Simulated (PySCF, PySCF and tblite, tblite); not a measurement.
# C5H9N3: a path driven as rotation about a bond, and NMR exchange, part 2 of 3

PySCF and tblite. Atoms count from 0. Earlier steps stand in the parts before.

### 8 Shieldings, saddle of leg 1: PBE0/pcSseg-1

Job settings and geometry (Å):

```
{"job": {"kind": "nmr", "xc": "PBE0", "basis": "pcSseg-1", "pop": false}, "charge": 0, "multiplicity": 1}
C      2.191497    -0.039209    -0.665088
C      1.319037     0.155483     0.576968
C     -0.072351    -0.311231     0.340703
N     -0.426164    -1.615726     0.302429
N     -1.721379    -1.793616     0.048824
C     -2.226994    -0.583655    -0.083661
C     -1.232839     0.399585     0.088390
N     -1.325780     1.816169     0.036249
H      2.246092    -1.090588    -0.940325
H      3.199896     0.321299    -0.477476
H      1.775621     0.514267    -1.503172
H      1.754276    -0.389205     1.419333
H      1.275698     1.215180     0.829931
H      0.170090    -2.414875     0.446372
H     -3.270333    -0.451785    -0.295596
H     -1.972678     2.154451     0.742893
H     -1.683689     2.113455    -0.866774
```

Standard output:

```text
coarse grid: 14200 points
cycle   1  E = -359.6284112382  dE =  1.410e+00  |g| = 4.662e-01  |ddm| = 3.852e+00
cycle   2  E = -359.6134274111  dE =  1.498e-02  |g| = 5.579e-01  |ddm| = 1.098e+00
cycle   3  E = -359.6812401586  dE = -6.781e-02  |g| = 1.095e-01  |ddm| = 5.448e-01
cycle   4  E = -359.6833558730  dE = -2.116e-03  |g| = 4.709e-02  |ddm| = 1.238e-01
cycle   5  E = -359.6838491465  dE = -4.933e-04  |g| = 1.038e-02  |ddm| = 4.317e-02
cycle   6  E = -359.6838688902  dE = -1.974e-05  |g| = 4.462e-03  |ddm| = 1.178e-02
cycle   7  E = -359.6838728955  dE = -4.005e-06  |g| = 1.398e-03  |ddm| = 5.072e-03
final grid: 137368 points
cycle   8  E = -359.7244348929  dE = -4.481e-05  |g| = 8.567e-03  |ddm| = 4.590e-02
cycle   9  E = -359.7244275390  dE =  7.354e-06  |g| = 1.037e-02  |ddm| = 1.682e-02
cycle  10  E = -359.7244519465  dE = -2.441e-05  |g| = 1.893e-03  |ddm| = 9.817e-03
cycle  11  E = -359.7244527664  dE = -8.199e-07  |g| = 2.648e-04  |ddm| = 1.965e-03
cycle  12  E = -359.7244527782  dE = -1.172e-08  |g| = 1.430e-04  |ddm| = 3.608e-04
cycle  13  E = -359.7244527823  dE = -4.195e-09  |g| = 3.589e-05  |ddm| = 1.431e-04
cycle  14  E = -359.7244527826  dE = -2.225e-10  |g| = 1.927e-05  |ddm| = 4.697e-05
converged SCF energy = -359.7244527826

GIAO shielding tensors (ppm)
atom      isotropic    diamagn.    paramagn.     s11        s22        s33       span
  0 C      167.735     246.505     -78.770    155.761    161.287    186.156     30.395
  1 C      166.832     244.794     -77.962    152.561    172.127    175.808     23.247
  2 C       39.366     254.542    -215.176    -32.687     15.918    134.867    167.554
  3 N       51.163     328.283    -277.120    -56.459     86.025    123.923    180.382
  4 N      -66.331     323.444    -389.775   -309.249    -79.560    189.816    499.065
  5 C       43.575     250.903    -207.328    -41.179     47.254    124.650    165.829
  6 C       58.857     253.469    -194.612     -0.880     55.930    121.522    122.402
  7 N      243.311     313.157     -69.846    193.089    258.338    278.506     85.417
  8 H       30.655      30.377       0.277     25.757     29.922     36.285     10.527
  9 H       30.373      28.112       2.261     26.087     27.054     37.978     11.890
 10 H       30.528      30.165       0.363     26.086     29.829     35.670      9.585
 11 H       29.318      30.046      -0.728     24.874     27.604     35.475     10.602
 12 H       28.316      30.262      -1.946     23.315     28.200     33.435     10.120
 13 H       22.654      34.810     -12.156     16.987     24.653     26.322      9.335
 14 H       24.379      30.396      -6.017     22.418     23.809     26.909      4.491
 15 H       29.839      29.998      -0.160     22.936     25.927     40.654     17.718
 16 H       29.785      30.746      -0.962     23.093     26.061     40.201     17.108
```

Wall time 25 s (1 thread of Arm Neoverse V2, shared host); peak memory 0.85 GiB.

In short: HOMO -6.64 eV, LUMO 0.70 eV; dipole 1.51 D.

Orbitals, density, ELF and potential are computed afterwards from the orbital file.

Frontier orbitals at PBE0/pcSseg-1, with the share of their density that lies nearest to each atom:

| orbital | energy (eV) | lies on |
| --- | --- | --- |
| HOMO | -6.64 | C2, C6 about 28 % each; N4 26 % |
| LUMO | 0.70 | N4 24 %; C2 20 %; N3 15 % |

ELF in a plane through or near 7 of the atoms.

Ten even steps from '0' (0.00) to '9' (1.00):
```
0000000000000000000000000000
0000000000000000000000000000
0000000000000000000000000000
0000000000000001100000000000
0000000000000057731000000000
0000000000000079874210000000
0000276300020059815631000000
0001899831132016716631000000
0004999966643113686200000000
0001799858957678726300100000
0000133446758228378557850000
0000002442114663142299992000
0000001320003645478567860000
0000000000037727627411110000
0000000000299964789610000000
0000000000299931799720000000
0000000000036200477500000000
0000000000000000011000000000
0000000000000000000000000000
0000000000000000000000000000
```
The map spans 11.5 Å across and 10.0 Å up, centred on the molecule. Atoms in the plane (x, y in Å): C2 (0.0, -0.3), N3 (0.2, -1.7), N4 (1.5, -2.0), C5 (2.1, -0.8), C6 (1.3, 0.2), N7 (1.5, 1.6), H13 (-0.5, -2.4).

log10 of the density (e/Å³) in the same plane.

Values, 10 rows by 14 columns:
```
-4.0 -4.0 -4.0 -4.0 -4.0 -4.0 -4.0 -4.0 -4.0 -4.0 -4.0 -4.0 -4.0 -4.0
-4.0 -4.0 -4.0 -4.0 -4.0 -4.0 -4.0 -4.0 -3.2 -3.3 -3.9 -4.0 -4.0 -4.0
-4.0 -4.0 -3.8 -3.4 -3.2 -3.0 -2.8 -1.8 -1.0 -1.1 -1.9 -3.0 -4.0 -4.0
-4.0 -3.5 -2.2 -1.5 -1.6 -1.4 -1.5 -1.0  0.4  0.4 -0.9 -2.2 -4.0 -4.0
-4.0 -3.0 -1.3 -0.1 -0.2 -0.1 -0.6 -0.7  0.2 -0.1 -1.3 -2.3 -3.5 -4.0
-4.0 -3.2 -1.9 -0.8 -0.3 -0.1  0.0  0.4  0.2  0.2 -0.5 -1.2 -2.5 -4.0
-4.0 -4.0 -2.9 -1.9 -1.5 -1.6 -0.4  0.7  0.1  0.3 -0.4 -1.1 -2.4 -4.0
-4.0 -4.0 -4.0 -3.3 -3.0 -1.7 -0.1  0.0  0.2  0.1 -1.4 -2.4 -3.5 -4.0
-4.0 -4.0 -4.0 -4.0 -4.0 -2.8 -1.7 -1.8 -1.4 -1.3 -2.3 -3.5 -4.0 -4.0
-4.0 -4.0 -4.0 -4.0 -4.0 -4.0 -4.0 -4.0 -3.4 -3.4 -4.0 -4.0 -4.0 -4.0
```
The map spans 11.5 Å across and 10.0 Å up, centred on the molecule. Atoms in the plane (x, y in Å): C2 (0.0, -0.3), N3 (0.2, -1.7), N4 (1.5, -2.0), C5 (2.1, -0.8), C6 (1.3, 0.2), N7 (1.5, 1.6), H13 (-0.5, -2.4).

On the surface of density 0.002 e/bohr³ the electrostatic potential runs, from the 1st to the 99th percentile, from -1.87 V near N4 to 2.01 V near H13.

### 9 Shieldings, end: PBE0/pcSseg-1

Job settings and geometry (Å):

```
{"job": {"kind": "nmr", "xc": "PBE0", "basis": "pcSseg-1", "pop": false}, "charge": 0, "multiplicity": 1}
C      2.092608     0.187900    -0.692687
C      1.274193     0.063039     0.595158
C     -0.117779    -0.380400     0.310273
N     -0.519048    -1.675970     0.399409
N     -1.792432    -1.845052     0.065048
C     -2.240324    -0.645077    -0.254869
C     -1.229036     0.324830    -0.123774
N     -1.306452     1.678526    -0.448685
H      2.161388    -0.775616    -1.192327
H      3.098383     0.538264    -0.472597
H      1.615778     0.891255    -1.370632
H      1.753234    -0.652738     1.267887
H      1.248883     1.033278     1.099298
H      0.038386    -2.465577     0.682045
H     -3.256209    -0.506056    -0.566549
H     -0.653704     2.251336     0.068782
H     -2.247271     2.042275    -0.391890
```

Standard output:

```text
coarse grid: 14200 points
cycle   1  E = -359.6275640652  dE =  1.439e+00  |g| = 4.640e-01  |ddm| = 3.867e+00
cycle   2  E = -359.6079039640  dE =  1.966e-02  |g| = 5.754e-01  |ddm| = 1.032e+00
cycle   3  E = -359.6798380408  dE = -7.193e-02  |g| = 1.242e-01  |ddm| = 5.477e-01
cycle   4  E = -359.6828328363  dE = -2.995e-03  |g| = 4.726e-02  |ddm| = 1.422e-01
cycle   5  E = -359.6833513639  dE = -5.185e-04  |g| = 8.563e-03  |ddm| = 4.842e-02
cycle   6  E = -359.6833653704  dE = -1.401e-05  |g| = 4.176e-03  |ddm| = 1.164e-02
cycle   7  E = -359.6833691758  dE = -3.805e-06  |g| = 9.876e-04  |ddm| = 4.179e-03
final grid: 137368 points
cycle   8  E = -359.7239412325  dE = -4.137e-05  |g| = 8.729e-03  |ddm| = 4.155e-02
cycle   9  E = -359.7239341631  dE =  7.069e-06  |g| = 1.061e-02  |ddm| = 1.610e-02
cycle  10  E = -359.7239584314  dE = -2.427e-05  |g| = 1.944e-03  |ddm| = 8.864e-03
cycle  11  E = -359.7239593110  dE = -8.796e-07  |g| = 3.181e-04  |ddm| = 1.903e-03
cycle  12  E = -359.7239593300  dE = -1.895e-08  |g| = 1.340e-04  |ddm| = 4.057e-04
cycle  13  E = -359.7239593339  dE = -3.917e-09  |g| = 3.160e-05  |ddm| = 1.391e-04
cycle  14  E = -359.7239593340  dE = -1.768e-10  |g| = 1.576e-05  |ddm| = 3.995e-05
converged SCF energy = -359.7239593340

GIAO shielding tensors (ppm)
atom      isotropic    diamagn.    paramagn.     s11        s22        s33       span
  0 C      170.049     246.899     -76.850    155.865    168.188    186.095     30.229
  1 C      164.485     245.530     -81.045    151.081    168.784    173.589     22.508
  2 C       57.891     254.862    -196.971      6.287     33.221    134.167    127.880
  3 N       53.442     328.079    -274.637    -54.484    100.622    114.187    168.670
  4 N      -64.185     323.161    -387.346   -301.779    -78.710    187.935    489.714
  5 C       54.673     249.361    -194.687    -22.787     61.383    125.424    148.212
  6 C       54.133     254.643    -200.510     -3.388     31.904    133.883    137.271
  7 N      221.926     317.499     -95.572    202.595    210.817    252.367     49.772
  8 H       30.737      30.058       0.679     26.228     29.567     36.415     10.186
  9 H       30.630      28.461       2.169     26.430     27.209     38.250     11.819
 10 H       30.303      30.395      -0.091     25.051     30.569     35.291     10.240
 11 H       29.170      30.738      -1.567     24.255     28.322     34.934     10.679
 12 H       29.138      31.165      -2.026     24.939     28.232     34.244      9.305
 13 H       22.993      34.722     -11.729     17.512     24.786     26.682      9.170
 14 H       24.586      29.983      -5.397     22.144     24.503     27.112      4.967
 15 H       29.245      33.507      -4.261     21.389     29.583     36.765     15.376
 16 H       29.027      30.857      -1.830     21.277     27.311     38.492     17.215
```

It took 19 s on 1 thread of Arm Neoverse V2, shared host; peak memory 0.85 GiB.

In short: HOMO -5.57 eV, LUMO 0.80 eV; dipole 2.96 D.

### 10 Single-point energy: PBE0/pcSseg-1

Job settings and geometry (Å):

```
{"job": {"kind": "sp", "xc": "PBE0", "basis": "pcSseg-1", "pop": false}, "charge": 0, "multiplicity": 1}
C      2.192460    -0.000386    -0.675812
C      1.356433     0.096188     0.603487
C     -0.051130    -0.328476     0.365263
N     -0.433875    -1.625822     0.356442
N     -1.729692    -1.780374     0.092690
C     -2.207142    -0.564288    -0.077850
C     -1.196708     0.401199     0.078736
N     -1.372327     1.803399    -0.035496
H      2.216046    -1.024905    -1.040485
H      3.212942     0.323721    -0.486091
H      1.768553     0.628183    -1.455828
H      1.802995    -0.532919     1.378159
H      1.361375     1.128082     0.963095
H      0.143143    -2.433831     0.528641
H     -3.240791    -0.404469    -0.304898
H     -0.791306     2.181812    -0.777344
H     -1.113832     2.271213     0.828170
```

Standard output:

```text
coarse grid: 14200 points
cycle   1  E = -359.6231067411  dE =  1.413e+00  |g| = 4.765e-01  |ddm| = 3.840e+00
cycle   2  E = -359.5977164081  dE =  2.539e-02  |g| = 6.047e-01  |ddm| = 1.133e+00
cycle   3  E = -359.6779561329  dE = -8.024e-02  |g| = 1.240e-01  |ddm| = 6.112e-01
cycle   4  E = -359.6809812918  dE = -3.025e-03  |g| = 4.546e-02  |ddm| = 1.346e-01
cycle   5  E = -359.6814571788  dE = -4.759e-04  |g| = 8.639e-03  |ddm| = 4.395e-02
cycle   6  E = -359.6814703545  dE = -1.318e-05  |g| = 4.163e-03  |ddm| = 1.100e-02
cycle   7  E = -359.6814739451  dE = -3.591e-06  |g| = 1.226e-03  |ddm| = 4.622e-03
final grid: 137368 points
cycle   8  E = -359.7220683622  dE = -4.399e-05  |g| = 8.199e-03  |ddm| = 4.153e-02
cycle   9  E = -359.7220636203  dE =  4.742e-06  |g| = 9.508e-03  |ddm| = 1.627e-02
cycle  10  E = -359.7220842641  dE = -2.064e-05  |g| = 1.595e-03  |ddm| = 8.767e-03
cycle  11  E = -359.7220848294  dE = -5.653e-07  |g| = 2.740e-04  |ddm| = 1.711e-03
cycle  12  E = -359.7220848427  dE = -1.327e-08  |g| = 1.373e-04  |ddm| = 3.325e-04
cycle  13  E = -359.7220848466  dE = -3.955e-09  |g| = 2.828e-05  |ddm| = 1.316e-04
cycle  14  E = -359.7220848467  dE = -1.254e-10  |g| = 1.735e-05  |ddm| = 3.708e-05
converged SCF energy = -359.7220848467
```

Run time: 9.7 s. Hardware: 1 thread of Arm Neoverse V2, shared host; peak memory 0.63 GiB.

In short: HOMO -6.67 eV, LUMO 0.54 eV; dipole 4.03 D.

### 11 Barriers, rates and exchange

Job settings and geometry (Å):

```
{"job": {"smiles": "CCc1[nH]ncc1N", "charge": 0, "mult": 1, "motion": "rotation", "what": "aryl amine", "atoms": [6, 7], "drives": [{"terms": [["t", [5, 6, 7, 15], 0.25], ["t", [5, 6, 7, 16], 0.25], ["t", [2, 6, 7, 15], 0.25], ["t", [2, 6, 7, 16], 0.25]], "by": 180, "n": 12}], "flip": [6, 7], "study": "path", "level": {"kind": "nmr", "xc": "PBE0", "basis": "pcSseg-1"}, "fields": [300, 360, 500], "first": 0, "seed": 788, "kind": "path"}, "charge": 0, "multiplicity": 1}
C      2.082709     0.092246    -0.812726
C      1.311147     0.106733     0.510694
C     -0.097130    -0.343758     0.332169
N     -0.456925    -1.654837     0.341955
N     -1.755573    -1.834567     0.136263
C     -2.262827    -0.625810    -0.019804
C     -1.265034     0.361017     0.089242
N     -1.439522     1.744172     0.060523
H      2.108754    -0.912387    -1.229010
H      3.105017     0.430206    -0.659939
H      1.607085     0.747484    -1.539177
H      1.813074    -0.547505     1.228136
H      1.309928     1.117599     0.922994
H      0.144302    -2.447119     0.499414
H     -3.310319    -0.492213    -0.202963
H     -2.274701     2.023161    -0.433962
H     -0.626982     2.247608    -0.266093
```

Standard output:

```text
stationary points (kcal/mol above the start)
  n  kind          group   xTB      DFT    lowest mode
  0  minimum      C1       0.00     0.00      40.1
  1  saddle       C1       3.77    -0.55    -234.9
  2  saddle       C1       4.75     0.85    -264.4
  3  minimum      C1      -0.24    -0.34      40.4

GFN2-xTB energies: T/K, barrier G, reaction G (kcal/mol), k forward, k back (1/s)
 150.00     3.56    -0.20   2.15e+07   1.09e+07
 200.00     3.60    -0.19   5.38e+08    3.3e+08
 250.00     3.66    -0.18   3.82e+09   2.64e+09
 298.15     3.74    -0.17   1.37e+10   1.03e+10
 350.00     3.84    -0.16   3.69e+10   2.94e+10
 400.00     3.96    -0.15   7.53e+10   6.27e+10
 500.00     4.23    -0.12   2.06e+11   1.82e+11

PBE0/pcSseg-1 + D3(BJ) energies: T/K, barrier G, reaction G (kcal/mol), k forward, k back (1/s)
 150.00    -0.77    -0.30   4.13e+13    1.5e+13
 200.00    -0.72    -0.29   2.67e+13   1.28e+13
 250.00    -0.66    -0.28   2.11e+13    1.2e+13
 298.15    -0.58    -0.27   1.84e+13   1.17e+13
 350.00    -0.48    -0.26   1.67e+13   1.15e+13
 400.00    -0.36    -0.24   1.56e+13   1.15e+13
 500.00    -0.09    -0.22   1.44e+13   1.16e+13
```

Run time: 83 s. Hardware: 1 thread of Arm Neoverse V2, shared host; peak memory 0.85 GiB. This counts the whole study up to here.

Barriers by level (kcal/mol; entropies in cal/(mol K)). Zero-point and thermal terms come from xTB in every row. ΔG‡ leaves symmetry out; the rate counts one path and all 2 saddles; effective ΔG‡, where given, is the barrier that would give that rate by Eyring's equation alone:

```csv
level,ΔE‡,with zero-point,ΔH‡,ΔS‡,ΔG‡ (298 K),ΔE of reaction,k at 298 K (1/s),effective ΔG‡
GFN2-xTB,3.77,3.53,3.18,-1.9,3.74,-0.24,1.4e+10,3.62
PBE0/pcSseg-1 + D3(BJ),-0.55,-0.79,-1.14,-1.9,-0.58,-0.34,–,–
```

Where the barrier is not positive, the rates in the log have no meaning.

(Continued in part 3 of 3.)
